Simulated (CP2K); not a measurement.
# WAu (F-43m) in CP2K: settings compared

One crystal, WAu, is run at these levels: PBEsol, WC; tasks: single point.

Program: CP2K 2026.2. These are calculated values, not measurements. Logs are shortened: lines on timing, memory, paths and dates and some standing lists are left out, and cuts for length are marked.

## Step 1: The structure

It takes space group F-43m (No. 216, cubic). The conventional cell has a = 5.818 Å, b = 5.818 Å, c = 5.818 Å, α = 90.00°, β = 90.00°, γ = 90.00°. Around W (site symmetry -43m) lie 4 Au at 2.52 Å. Au (site symmetry -43m) has 4 W at 2.52 Å as nearest neighbours.

The cell was built by a generator and needn't be a form met in nature.

## Step 2: Single point, PBEsol

Contents of wau_scf.inp:

```
&GLOBAL
  PROJECT wau_scf
  RUN_TYPE ENERGY_FORCE
  PRINT_LEVEL LOW
&END GLOBAL
&FORCE_EVAL
  METHOD QS
  STRESS_TENSOR ANALYTICAL
  &DFT
    BASIS_SET_FILE_NAME BASIS_MOLOPT_UZH
    POTENTIAL_FILE_NAME POTENTIAL_UZH
    &MGRID
      CUTOFF 700
      REL_CUTOFF 60
      NGRIDS 5
    &END MGRID
    &QS
      METHOD GPW
      EPS_DEFAULT 1.0E-9
    &END QS
    &KPOINTS
      SCHEME MONKHORST-PACK 8 8 8
      GAMMA_CENTERED T
      SYMMETRY T
      SYMMETRY_BACKEND SPGLIB
    &END KPOINTS
    &SCF
      SCF_GUESS ATOMIC
      EPS_SCF 1.0E-6
      MAX_SCF 100
      ADDED_MOS 16
      CHOLESKY OFF
      EPS_EIGVAL 1.0E-7
      &DIAGONALIZATION ON
        ALGORITHM STANDARD
      &END DIAGONALIZATION
      &MIXING ON
        METHOD BROYDEN_MIXING
        ALPHA 0.4
        BETA 1.5
        NBUFFER 8
      &END MIXING
      &SMEAR ON
        METHOD FERMI_DIRAC
        ELECTRONIC_TEMPERATURE [K] 580.226
      &END SMEAR
    &END SCF
    &XC
      &XC_FUNCTIONAL
        &GGA_X_PBE_SOL
        &END GGA_X_PBE_SOL
        &GGA_C_PBE_SOL
        &END GGA_C_PBE_SOL
      &END XC_FUNCTIONAL
    &END XC
    &PRINT
      &KPOINTS ON
      &END KPOINTS
      &MULLIKEN ON
      &END MULLIKEN
      &MO ON
        ENERGIES T
        OCCUPATION_NUMBERS T
        &EACH
          QS_SCF 0
        &END EACH
        ADD_LAST NUMERIC
      &END MO
      &E_DENSITY_CUBE ON
        STRIDE 2
      &END E_DENSITY_CUBE
      &V_HARTREE_CUBE ON
        STRIDE 2
      &END V_HARTREE_CUBE
      &ELF_CUBE ON
        STRIDE 2
      &END ELF_CUBE
    &END PRINT
  &END DFT
  &SUBSYS
    &CELL
      A 4.1142442378 0.0000000000 0.0000000000
      B 2.0571221189 3.5630400273 0.0000000000
      C 2.0571221189 1.1876800091 3.3592663533
      PERIODIC XYZ
    &END CELL
    &COORD
      SCALED
      W   0.0000000000 0.0000000000 0.0000000000
      Au  0.7500000000 0.7500000000 0.7500000000
    &END COORD
    &KIND W
      BASIS_SET TZVP-MOLOPT-PBE-GTH-q14
      POTENTIAL GTH-PBE-q14
    &END KIND
    &KIND Au
      BASIS_SET TZVP-MOLOPT-PBE-GTH-q11
      POTENTIAL GTH-PBE-q11
    &END KIND
    &PRINT
      &ATOMIC_COORDINATES ON
      &END ATOMIC_COORDINATES
      &CELL ON
      &END CELL
    &END PRINT
  &END SUBSYS
  &PRINT
    &FORCES ON
    &END FORCES
    &STRESS_TENSOR ON
    &END STRESS_TENSOR
  &END PRINT
&END FORCE_EVAL
```

Potentials or basis: POTENTIAL_UZH W GTH-PBE-q14, Au GTH-PBE-q11; TZVP-MOLOPT-PBE-GTH basis.

On the command line:

```sh
$ OMP_NUM_THREADS=1 cp2k.psmp -i wau_scf.inp -o wau_scf.out
```

wau_scf.out:

```text

 CP2K| version string:                                       CP2K version 2026.2
 CP2K| Input file name                                               wau_scf.inp

 GLOBAL| Force Environment number                                              1
 GLOBAL| Basis set file name                                    BASIS_MOLOPT_UZH
 GLOBAL| Potential file name                                       POTENTIAL_UZH
 GLOBAL| MM Potential file name                                     MM_POTENTIAL
 GLOBAL| Coordinate file name                                      __STD_INPUT__
 GLOBAL| Method name                                                        CP2K
 GLOBAL| Project name                                                    wau_scf
 GLOBAL| Run type                                                   ENERGY_FORCE
 GLOBAL| FFT library                                                       FFTW3
[... 8 lines left out ...]
 GLOBAL| CPU model name                                                  UNKNOWN

 CELL| Volume [angstrom^3]:                                            49.244214
 CELL| Vector a [angstrom]:       4.114     0.000     0.000   |a| =     4.114244
 CELL| Vector b [angstrom]:       2.057     3.563     0.000   |b| =     4.114244
 CELL| Vector c [angstrom]:       2.057     1.188     3.359   |c| =     4.114244
 CELL| Angle (b,c), alpha [degree]:                                    60.000000
 CELL| Angle (a,c), beta  [degree]:                                    60.000000
 CELL| Angle (a,b), gamma [degree]:                                    60.000000
 CELL| Numerically orthorhombic:                                              NO
 CELL| Periodicity                                                           XYZ

 CELL_REF| Volume [angstrom^3]:                                        49.244214
 CELL_REF| Vector a [angstrom     4.114     0.000     0.000   |a| =     4.114244
 CELL_REF| Vector b [angstrom     2.057     3.563     0.000   |b| =     4.114244
 CELL_REF| Vector c [angstrom     2.057     1.188     3.359   |c| =     4.114244
 CELL_REF| Angle (b,c), alpha [degree]:                                60.000000
 CELL_REF| Angle (a,c), beta  [degree]:                                60.000000
[... 13 lines left out ...]

  Total number of            - Atomic kinds:                                   2
                             - Atoms:                                          2
                             - Shell sets:                                     2
                             - Shells:                                        21
                             - Primitive Cartesian functions:                 12
                             - Cartesian basis functions:                     81
                             - Spherical basis functions:                     69

  Maximum angular momentum of- Orbital basis functions:                        3
                             - Local part of the GTH pseudopotential:          2
                             - Non-local part of the GTH pseudopotential:      4

 MODULE QUICKSTEP: ATOMIC COORDINATES IN ANGSTROM

   Atom Kind Element         X             Y             Z       Z(eff)     Mass
      1    1 W    74      0.000000      0.000000      0.000000  14.0000 183.8400
      2    2 Au   79      6.171366      3.563040      2.519450  11.0000 196.9666

 SCF PARAMETERS         Density guess:                                    ATOMIC
                        --------------------------------------------------------
                        max_scf:                                             100
[... 7 lines left out ...]
                        --------------------------------------------------------
                        level_shift [a.u.]:                             0.000000
                        added MOs                                        16    0
                        --------------------------------------------------------
                        Mixing method:                            BROYDEN_MIXING
                                                charge density mixing in g-space
                        --------------------------------------------------------
                        Smear method:                                FERMI_DIRAC
                        Electronic temperature [K]:                        580.2
                        Electronic temperature [a.u.]:                  1.84E-03
                        Accuracy threshold:                             1.00E-10
                        --------------------------------------------------------
                        No outer SCF

 *******************************************************************************
                                    Kpoints
 *******************************************************************************
 BRILLOUIN| K-point scheme                                        Monkhorst-Pack
 BRILLOUIN| K-Point grid                                             8    8    8
 BRILLOUIN| Gamma-centered k-point mesh                                     ON
 BRILLOUIN| K-point symmetry accuracy                               0.100000E-05
 BRILLOUIN| K-Point point group symmetrization                                ON
 BRILLOUIN| Symmetry backend                                             SPGLIB
 BRILLOUIN| Symmetry reduction method                                    SPGLIB
 BRILLOUIN| Wavefunction type                                            COMPLEX
 BRILLOUIN| List of Kpoints [2 Pi/Bohr]                                       29
 BRILLOUIN| Number           Weight            X              Y              Z
 BRILLOUIN|     1           0.01562       -0.37500       -0.37500       -0.37500
 BRILLOUIN|     2           0.04688       -0.37500       -0.37500       -0.25000
 BRILLOUIN|     3           0.04688       -0.37500       -0.37500       -0.12500
 BRILLOUIN|     4           0.01172       -0.37500       -0.37500        0.00000
 BRILLOUIN|     5           0.04688       -0.37500       -0.37500        0.12500
 BRILLOUIN|     6           0.02344       -0.37500       -0.37500        0.25000
[... 21 lines left out ...]
 BRILLOUIN|    28           0.00781        0.00000        0.00000        0.50000
 BRILLOUIN|    29           0.00586        0.00000        0.50000        0.50000
 *******************************************************************************

 Extrapolation method: initial_guess

 Number of electrons:                                                         25
 Number of occupied orbitals:                                                 13
 Number of molecular orbitals:                                                29

 Number of orbital functions:                                                 69
 Number of independent orbital functions:                                     69

 SCF WAVEFUNCTION OPTIMIZATION

  Step     Update method      Time    Convergence         Total energy    Change
  ------------------------------------------------------------------------------
     1 NoMix/Diag. 0.40E+00    4.1     1.56460706      -101.0812158686 -1.01E+02
     2 Broy./Diag. 0.40E+00    3.9     0.14038569      -103.3728925011 -2.29E+00
     3 Broy./Diag. 0.40E+00    3.9     0.08432566      -102.2285004191  1.14E+00
     4 Broy./Diag. 0.40E+00    3.9     0.04881796      -101.3789125983  8.50E-01
     5 Broy./Diag. 0.40E+00    3.9     0.00871501      -101.0047325585  3.74E-01
     6 Broy./Diag. 0.40E+00    3.9     0.00622244      -101.0228196498 -1.81E-02
     7 Broy./Diag. 0.40E+00    3.9     0.00724141      -101.0170800280  5.74E-03
     8 Broy./Diag. 0.40E+00    3.9     0.00228785      -101.0111189285  5.96E-03
     9 Broy./Diag. 0.40E+00    3.9     0.00014715      -101.0122262548 -1.11E-03
    10 Broy./Diag. 0.40E+00    3.9     0.00035538      -101.0116179762  6.08E-04
    11 Broy./Diag. 0.40E+00    3.9     0.00017521      -101.0112374560  3.81E-04
    12 Broy./Diag. 0.40E+00    3.9     0.00009551      -101.0115294910 -2.92E-04
    13 Broy./Diag. 0.40E+00    3.9     0.00001943      -101.0116148850 -8.54E-05
    14 Broy./Diag. 0.40E+00    3.9     0.00000296      -101.0116170306 -2.15E-06
    15 Broy./Diag. 0.40E+00    3.9     0.00000066      -101.0116134900  3.54E-06

  *** SCF run converged in    15 steps ***

  Electronic density on regular grids:        -24.9999999954        0.0000000046
  Core density on regular grids:               24.9999999697       -0.0000000303
  Total charge density on r-space grids:       -0.0000000257
  Total charge density g-space grids:          -0.0000000257

  Overlap energy of the core charge distribution:               0.00000035228105
  Self energy of the core charge distribution:               -160.11702012804682
  Core Hamiltonian energy:                                     39.90618566027004
  Hartree energy:                                              31.82000791833201
  Exchange-correlation energy:                                -12.62008249410254
  Electronic entropic energy:                                  -0.00070479885779
  Fermi energy:                                                 0.27125104896796

  Total energy:                                              -101.01161348999656
  Total energy (extrapolated to T->0):                       -101.01126109056767

 MO| EIGENVALUES AND OCCUPATION NUMBERS FOR K POINT 1
 MO|
 MO|  Index      Eigenvalue [a.u.]        Eigenvalue [eV]             Occupation
 MO|      1              -2.446568             -66.574496               2.000000
 MO|      2              -1.144606             -31.146313               2.000000
 MO|      3              -1.144156             -31.134056               2.000000
 MO|      4              -1.144156             -31.134055               2.000000
 MO|      5               0.037221               1.012824               2.000000
 MO|      6               0.054899               1.493866               2.000000
[... 21 lines left out ...]
 MO|     28               1.153266              31.381951               0.000000
 MO|     29               1.153281              31.382372               0.000000
 MO| Sum:                                                              25.995618
 MO| E(Fermi):            0.271251 a.u.          7.381116 eV
[... 424 lines left out ...]
 MO|      1              -2.446563             -66.574370               2.000000
 MO|      2              -1.144591             -31.145904               2.000000
 MO|      3              -1.144266             -31.137052               2.000000
 MO|      4              -1.144162             -31.134226               2.000000
 MO|      5               0.043325               1.178945               2.000000
 MO|      6               0.046000               1.251726               2.000000
[... 21 lines left out ...]
 MO|     28               1.113300              30.294446               0.000000
 MO|     29               1.146369              31.194276               0.000000
 MO| Sum:                                                              25.897612
 MO| E(Fermi):            0.271251 a.u.          7.381116 eV

 [... the levels of further k-points ...]

 The electron density is written in Cube    file format to the file:

 wau_scf-ELECTRON_DENSITY-1_0.cube

 !-----------------------------------------------------------------------------!
                     Mulliken Population Analysis

 #  Atom  Element  Kind  Atomic population                           Net charge
       1     W        1         14.015693                             -0.015693
       2     Au       2         10.984307                              0.015693
 # Total charge                             25.000000                 -0.000000

 !-----------------------------------------------------------------------------!

               ----- ELF is computed on the real space grid -----

 ELF is written in Cube    file format to the file:

 wau_scf-ELF_S1-1_0.cube

 ENERGY| Total FORCE_EVAL ( QS ) energy [hartree]           -101.011613640254822

 FORCES| Atomic forces [hartree/bohr]
 FORCES|   Atom     x               y               z               |f|
 FORCES|      1 -4.79100081E-09 -7.04082091E-09  9.86869717E-09   1.30352611E-08
 FORCES|      2  4.85579305E-09  7.08127701E-09 -9.83523744E-09   1.30558457E-08
 FORCES| Sum     6.47922352E-11  4.04561023E-11  3.34597205E-11
 FORCES| Total atomic force                                       8.33923428E-11

 STRESS| Analytical stress tensor [bar]
 STRESS|                        x                   y                   z
 STRESS|      x       -2.53234771005E+04  -5.75267932964E-03  -5.49719802207E-02
 STRESS|      y       -5.75267932964E-03  -2.53236128125E+04   6.71595040169E-02
 STRESS|      z       -5.49719802207E-02   6.71595040169E-02  -2.53241120258E+04
 STRESS| 1/3 Trace                                            -2.53237339796E+04
 STRESS| Determinant                                          -1.62398954140E+13

 STRESS| Eigenvectors and eigenvalues of the analytical stress tensor [bar]
 STRESS|                        1                   2                   3
 STRESS| Eigenvalues  -2.53241253609E+04  -2.53236051815E+04  -2.53234713965E+04
 STRESS|      x           0.082661979353      0.096095975936      0.991933748079
 STRESS|      y          -0.128563220682      0.988051341269     -0.085006148631
 STRESS|      z           0.988250219053      0.120499420853     -0.094028687733
```

Wall time 78 s (1 thread of Arm Neoverse V2, shared host); peak memory 0.49 GiB.

What came out:

| Quantity | Value |
| --- | --- |
| Free energy | -2748.6658 eV |
| Pressure | -2.5 GPa |
| Band gap on the k mesh | none (metal or under the smearing width) |
| Mulliken charges | W -0.02; Au +0.02 e |

Levels at points of the mesh, in eV from the Fermi level:
```tsv
k point	band 10	band 11	band 12	band 13	band 14	band 15	band 16	band 17
(0.00, 0.00, 0.00)	-5.71	-0.74	-0.74	-0.74	1.55	1.55	9.80	11.26
(0.00, 0.00, 0.50)	-5.00	-1.90	-0.26	-0.26	1.40	1.40	2.04	7.80
(0.00, 0.50, 0.50)	-3.99	-2.82	0.41	1.25	1.51	1.51	2.74	3.38
```

Caveat: Mulliken charges move with the basis; the potentials were made for another functional, which shifts forces and pressure; the basis of atomic orbitals isn't converged, which shifts pressures, moduli and gaps.

(Continued in part 2 of 2.)
